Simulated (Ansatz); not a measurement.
# C3H9AlS: how energies converge with the basis set

Aim: see how fast density functionals converge with the basis set for C3H9AlS.

Method: one geometry, several basis sets; program: Ansatz 0.2.0, Gaussian basis.

Levels to be run: PBE0-D4/def2-SVP; ωB97M-V/def2-SVP; PBE0-D4/def2-QZVPP; ωB97M-V/def2-QZVPP; the functionals' def2-TZVPP values are taken from earlier runs.

### 1 The geometry

The geometry comes from an earlier relaxation with PBE0-D4 in a triple-zeta def2 set; it is a stationary point, not always the lowest conformer.

14 atoms, charge 0, spin multiplicity 1.

Atoms are counted from 1 here; the program's logs count them from 0.

Bond lengths: C1–C2 1.514 Å, C1–H6 1.092 Å, C1–H7 1.092 Å, C1–H8 1.092 Å, C2–S3 1.813 Å, C2–H9 1.093 Å, C2–H10 1.092 Å, S3–C4 1.846 Å, S3–Al5 2.418 Å, C4–Al5 1.964 Å, C4–H11 1.088 Å, C4–H12 1.089 Å, Al5–H13 1.585 Å, Al5–H14 1.589 Å. Angles: C2–C1–H6 111.0°, C2–C1–H7 109.9°, C2–C1–H8 111.5°, H6–C1–H7 108.2°, H6–C1–H8 108.3°, H7–C1–H8 107.9°, C1–C2–S3 110.5°, C1–C2–H9 111.6°, C1–C2–H10 111.2°, S3–C2–H9 106.9°, S3–C2–H10 107.9°, H9–C2–H10 108.5°, C2–S3–C4 100.8°, C2–S3–Al5 100.4°, C4–S3–Al5 52.8°, S3–C4–Al5 78.7°, S3–C4–H11 109.2°, S3–C4–H12 107.3° and more.

### 2 PBE0-D4 in def2-SVP

Contents of in.yaml:

```yaml
crystal:
  periodic: [false, false, false]
  atoms:
    - {symbol: C, position_ang: [-2.007807, 0.457212, -0.759842]}
    - {symbol: C, position_ang: [-0.784250, -0.420867, -0.608849]}
    - {symbol: S, position_ang: [0.727126, 0.577400, -0.685664]}
    - {symbol: C, position_ang: [1.954302, -0.598965, 0.033322]}
    - {symbol: Al, position_ang: [1.454240, 0.448681, 1.616909]}
    - {symbol: H, position_ang: [-2.079282, 1.172230, 0.061850]}
    - {symbol: H, position_ang: [-2.909664, -0.158786, -0.754233]}
    - {symbol: H, position_ang: [-1.987195, 1.014642, -1.698620]}
    - {symbol: H, position_ang: [-0.718611, -1.160048, -1.410724]}
    - {symbol: H, position_ang: [-0.790917, -0.946685, 0.348553]}
    - {symbol: H, position_ang: [1.629780, -1.618801, -0.164378]}
    - {symbol: H, position_ang: [2.908775, -0.409035, -0.455357]}
    - {symbol: H, position_ang: [2.385656, 1.659555, 2.039809]}
    - {symbol: H, position_ang: [0.205046, -0.045831, 2.466122]}
basis:
  gaussian: {orbitals: def2-SVP}
hamiltonian: {xc: pbe0, dispersion: d4}
output: {orbitals: {seedname: orbitals}}
```

After this run come: ωB97M-V in def2-SVP; PBE0-D4 in def2-QZVPP; ωB97M-V in def2-QZVPP.

Q: Predict the results of all the runs planned. Wanted: PBE0-D4: double and triple zeta above quadruple; ωB97M-V: double and triple zeta above quadruple.

As calculated:

| quantity | value |
| --- | --- |
| PBE0-D4: double and triple zeta above quadruple | 10.41, 0.72 eV |
| ωB97M-V: double and triple zeta above quadruple | 10.60, 0.70 eV |

In words: For PBE0-D4 the step from double to triple zeta gains 9.69 eV and the next only 0.72 eV. These are total energies; as a rule much of such shifts cancels in differences, which this series doesn't test. The LUMO of ωB97M-V is positive and keeps falling with the basis (1.73 to 0.91 eV): an unbound level that the basis holds in place.
